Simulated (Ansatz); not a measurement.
# Si2H4Br radical: one species, many methods

One table from this session's results is given with a row withheld; the runs are named, their logs left out.

Method: functionals in def2-TZVPP, the program's frozen cores in correlated methods; program: Ansatz 0.2.0, Gaussian basis.

Levels to be run: LDA (SPW92), PBE-D4, revPBE-D4, BLYP-D4, r2SCAN-D4, B97M-V, PBE0-D4, B3LYP-D4, r2SCANh-D4, r2SCAN0-D4, HSE06-D4, BHLYP-D4, CAM-B3LYP-D4, LC-ωPBE, ωB97X-V, ωB97M-V, B2PLYP, PBE-QIDH; CCSD(T)/def2-SVP; CCSD(T)/def2-TZVPP; MP2/def2-QZVPP; extrapolation to the limit; RPA on PBE.

## The geometry

All runs share one geometry, relaxed beforehand with PBE0-D4 in a triple-zeta def2 set.

SMILES `[SiH3][SiH]Br`, 7 atoms, charge 0, spin multiplicity 2.

Atoms are counted from 1 here; the program's logs count them from 0.

Bond lengths: Si1–Si2 2.334 Å, Si1–H4 1.485 Å, Si1–H5 1.487 Å, Si1–H6 1.488 Å, Si2–Br3 2.228 Å, Si2–H7 1.491 Å. Angles: Si2–Si1–H4 108.4°, Si2–Si1–H5 108.3°, Si2–Si1–H6 111.6°, H4–Si1–H5 109.7°, H4–Si1–H6 109.4°, H5–Si1–H6 109.4°, Si1–Si2–Br3 109.9°, Si1–Si2–H7 114.6°, Br3–Si2–H7 107.1°.

The first run:

The input, in.yaml:

```yaml
crystal:
  periodic: [false, false, false]
  atoms:
    - {symbol: Si, position_ang: [-0.829287, 0.444084, -0.363252]}
    - {symbol: Si, position_ang: [1.277650, -0.525466, -0.097933]}
    - {symbol: Br, position_ang: [1.129597, -2.307385, 1.230474]}
    - {symbol: H, position_ang: [-1.734626, -0.563442, -0.970876]}
    - {symbol: H, position_ang: [-0.695115, 1.610862, -1.275457]}
    - {symbol: H, position_ang: [-1.392667, 0.895640, 0.937752]}
    - {symbol: H, position_ang: [2.305548, 0.377706, 0.493492]}
basis:
  gaussian: {orbitals: def2-TZVPP}
magnetization: {spin_polarized: true, initial_magnetization: 1}
hamiltonian: {xc: lda}
output: {orbitals: {seedname: orbitals}}
```

Started as:

```console
ansatz run in.yaml --threads 4 --pin off --events-out ev --progress --plain --max-ram 10444MiB
```

Among the steps run: LDA; PBE-D4 (GGA); revPBE-D4 (GGA); BLYP-D4 (GGA); r2SCAN-D4 (meta-GGA); B97M-V (meta-GGA); B3LYP-D4 (hybrid); r2SCANh-D4 (hybrid); r2SCAN0-D4 (hybrid); HSE06-D4 (hybrid); BHLYP-D4 (hybrid); CAM-B3LYP-D4 (range-separated); LC-ωPBE (range-separated); ωB97X-V (range-separated); ωB97M-V (range-separated); B2PLYP (double hybrid); PBE-QIDH (double hybrid).

One table of the session follows, with a row left open; its other results are not shown here.

It belongs to the step «Frontier levels by functional». 

| functional | HOMO (eV) | LUMO (eV) | gap (eV) |
| --- | --- | --- | --- |
| LDA (SPW92) | -5.19 | -4.21 | 0.98 |
| PBE-D4 | -5.21 | -3.81 | 1.40 |
| revPBE-D4 | -5.19 | -3.69 | 1.51 |
| BLYP-D4 | -4.98 | -3.80 | 1.18 |
| r2SCAN-D4 | ? | ? | ? |
| B97M-V | -5.36 | -3.93 | 1.43 |
| PBE0-D4 | -6.29 | -2.96 | 3.33 |
| B3LYP-D4 | -6.00 | -3.30 | 2.70 |
| r2SCANh-D4 | -5.95 | -3.12 | 2.83 |
| r2SCAN0-D4 | -6.54 | -2.69 | 3.85 |
| HSE06-D4 | -5.90 | -3.34 | 2.56 |
| BHLYP-D4 | -7.16 | -2.16 | 5.01 |
| CAM-B3LYP-D4 | -7.44 | -2.05 | 5.40 |
| LC-ωPBE | -8.85 | -0.72 | 8.14 |
| ωB97X-V | -8.36 | -1.21 | 7.15 |
| ωB97M-V | -8.01 | -1.36 | 6.65 |

Q: Estimate the row for r2SCAN-D4 from the others.

Worked estimate for «HOMO (eV)». Against the share of exact exchange, r2SCANh-D4 (0.1, -5.95), r2SCAN0-D4 (0.25, -6.54) give a slope of -3.93 per unit share; at 0 the line stands at -5.56.

**Answer.** HOMO (eV): -5.56; LUMO (eV): -3.41; gap (eV): 2.14. In «HOMO (eV)» the line misses by 0.00.
